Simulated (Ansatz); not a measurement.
# SiH4S3: ionisation energy by level of theory

An exercise on one series of results from a longer session: the logs are not shown, and one member is left open.

Program: Ansatz 0.2.0, Gaussian basis. Level of theory: unrestricted cation, the program's frozen cores in correlated methods. These are calculated values, not measurements.

Levels to be run: UKS PBE-D4/def2-TZVPP; UKS r2SCAN-D4/def2-TZVPP; UKS PBE0-D4/def2-TZVPP; UKS B3LYP-D4/def2-TZVPP; UKS wB97X-V/def2-TZVPP; UKS wB97M-V/def2-TZVPP; UKS B2PLYP/def2-TZVPP; UHF-CCSD(T)/def2-TZVPP; UHF-MP2/def2-QZVPP; extrapolation to the limit; then −ε(HOMO) from the neutral's earlier runs with LDA (SPW92), PBE-D4, revPBE-D4, BLYP-D4, r2SCAN-D4, B97M-V, PBE0-D4, B3LYP-D4, r2SCANh-D4, r2SCAN0-D4, HSE06-D4, BHLYP-D4, CAM-B3LYP-D4, LC-ωPBE, ωB97X-V, ωB97M-V.

### The geometry

The geometry comes from an earlier relaxation with PBE0-D4 in a triple-zeta def2 set; it is a stationary point, not always the lowest conformer.

8 atoms, charge 0, spin multiplicity 1.

Atoms are counted from 1 here; the program's logs count them from 0.

Bond lengths: S1–Si2 2.123 Å, S1–H5 1.344 Å, Si2–S3 2.132 Å, Si2–S4 2.134 Å, Si2–H6 1.483 Å, S3–H7 1.344 Å, S4–H8 1.345 Å. Angles: Si2–S1–H5 94.0°, S1–Si2–S3 103.1°, S1–Si2–S4 106.5°, S1–Si2–H6 115.2°, S3–Si2–S4 117.1°, S3–Si2–H6 107.6°, S4–Si2–H6 107.7°, Si2–S3–H7 93.2°, Si2–S4–H8 93.7°.

Set-up of the first run:

in.yaml

```yaml
crystal:
  periodic: [false, false, false]
  atoms:
    - {symbol: S, position_ang: [-0.544318, 1.776523, -1.229097]}
    - {symbol: Si, position_ang: [0.100097, 0.183459, 0.018025]}
    - {symbol: S, position_ang: [2.044813, -0.262413, -0.732720]}
    - {symbol: S, position_ang: [-1.377765, -1.347655, -0.143471]}
    - {symbol: H, position_ang: [-1.843336, 1.616831, -0.921319]}
    - {symbol: H, position_ang: [0.241697, 0.523948, 1.454083]}
    - {symbol: H, position_ang: [2.509806, -0.628189, 0.473616]}
    - {symbol: H, position_ang: [-1.038894, -1.919604, 1.025182]}
basis:
  gaussian: {orbitals: def2-TZVPP}
total_charge: 1
magnetization: {spin_polarized: true, initial_magnetization: 1}
hamiltonian: {xc: pbe, dispersion: d4}
```

Command:

```sh
ansatz run in.yaml --threads 2 --pin off --events-out ev --progress --plain --max-ram 32768MiB --backend cpu
```

Steps of the session up to this table: Cation, UKS PBE-D4/def2-TZVPP; Cation, UKS r2SCAN-D4/def2-TZVPP; Cation, UKS PBE0-D4/def2-TZVPP; Cation, UKS B3LYP-D4/def2-TZVPP; Cation, UKS wB97X-V/def2-TZVPP; Cation, UKS wB97M-V/def2-TZVPP; Cation, UKS B2PLYP (frozen core)/def2-TZVPP; Cation, UHF-CCSD(T)/def2-TZVPP; Cation, UHF-MP2/def2-QZVPP.

One of the session's tables, all rows but one given; the rest of the session is left out.

It belongs to the step «Ionisation energies side by side». For comparison, −ε(HOMO) of the neutral from earlier runs:

| functional | −ε(HOMO) (eV) |
| --- | --- |
| LDA (SPW92) | 6.44 |
| PBE-D4 | 6.31 |
| revPBE-D4 | 6.27 |
| BLYP-D4 | 6.13 |
| r2SCAN-D4 | 6.61 |
| B97M-V | 6.69 |
| PBE0-D4 | 7.53 |
| B3LYP-D4 | 7.26 |
| r2SCANh-D4 | 7.05 |
| r2SCAN0-D4 | 7.72 |
| HSE06-D4 | 7.13 |
| BHLYP-D4 | 8.58 |
| CAM-B3LYP-D4 | 8.82 |
| LC-ωPBE | 10.24 |
| ωB97X-V | ? |
| ωB97M-V | 9.68 |

Q: Estimate the row for ωB97X-V from the others.

As computed: −ε(HOMO) (eV): 9.86. In the column «−ε(HOMO) (eV)» it lies between ωB97M-V (9.68) and LC-ωPBE (10.24).
